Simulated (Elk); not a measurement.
**CdAg: a single-point run**

Aim: a sound single-point run of CdAg. The structure is shown as the input types it.

Computed with Elk 11.2.3 (patched build) (DFT, LDA (Perdew-Wang), all-electron APW+lo, Dirac cores, scalar-relativistic bands; ground state, unless a step's input says otherwise).

## Step 1: The starting structure

The structure is cubic, space group Pm-3m (No. 221). Conventional cell: a = 3.330 Å, b = 3.330 Å, c = 3.330 Å, α = 90.00°, β = 90.00°, γ = 90.00°. Cd (site symmetry m-3m) is surrounded by 8 Ag at 2.88 Å. Around Ag (site symmetry m-3m) lie 8 Cd at 2.88 Å.

Structure file:

```cif
data_structure
_symmetry_space_group_name_H-M 'P 1'
_symmetry_Int_Tables_number 1
_cell_length_a 3.3300
_cell_length_b 3.3300
_cell_length_c 3.3300
_cell_angle_alpha 90.000
_cell_angle_beta 90.000
_cell_angle_gamma 90.000
_cell_volume 36.93
loop_
_atom_site_label
_atom_site_type_symbol
_atom_site_fract_x
_atom_site_fract_y
_atom_site_fract_z
_atom_site_occupancy
Cd1 Cd 0.50000 0.50000 0.50000 1
Ag1 Ag 0.00000 0.00000 0.00000 1
```

## Step 2: Running it

The input, elk.in:

```
tasks
  0

xctype
  3

rgkmax
  7.5

gmaxvr
  14.0

lmaxapw
  9

lmaxo
  7

lmaxi
  2

nrmtscf
  1.5

lradstp
  4

nempty
  5

epspot
  1e-06

epsengy
  0.0001

maxscl
  80

swidth
  0.001

ecutwfc
  40.0

sppath
  './'

avec
  6.29278799500 0.00000000000 0.00000000000
  0.00000000000 6.29278799500 0.00000000000
  0.00000000000 0.00000000000 6.29278799500

atoms
  2
  'Cd.in'
  1
  0.500000000000 0.500000000000 0.500000000000   0.000 0.000 0.000
  'Ag.in'
  1
  0.000000000000 0.000000000000 0.000000000000   0.000 0.000 0.000

ngridk
  8 8 8
```

Started as:

```sh
> OMP_NUM_THREADS=1 elk
```

**Question.** How will this run end, and is anything wrong with its input?

The run ended at the input check. Its message: «Error(readinput): invalid block name : ecutwfc  »

The key belongs to a different code's input format, or to another block.

In general: use the program's own key for it.
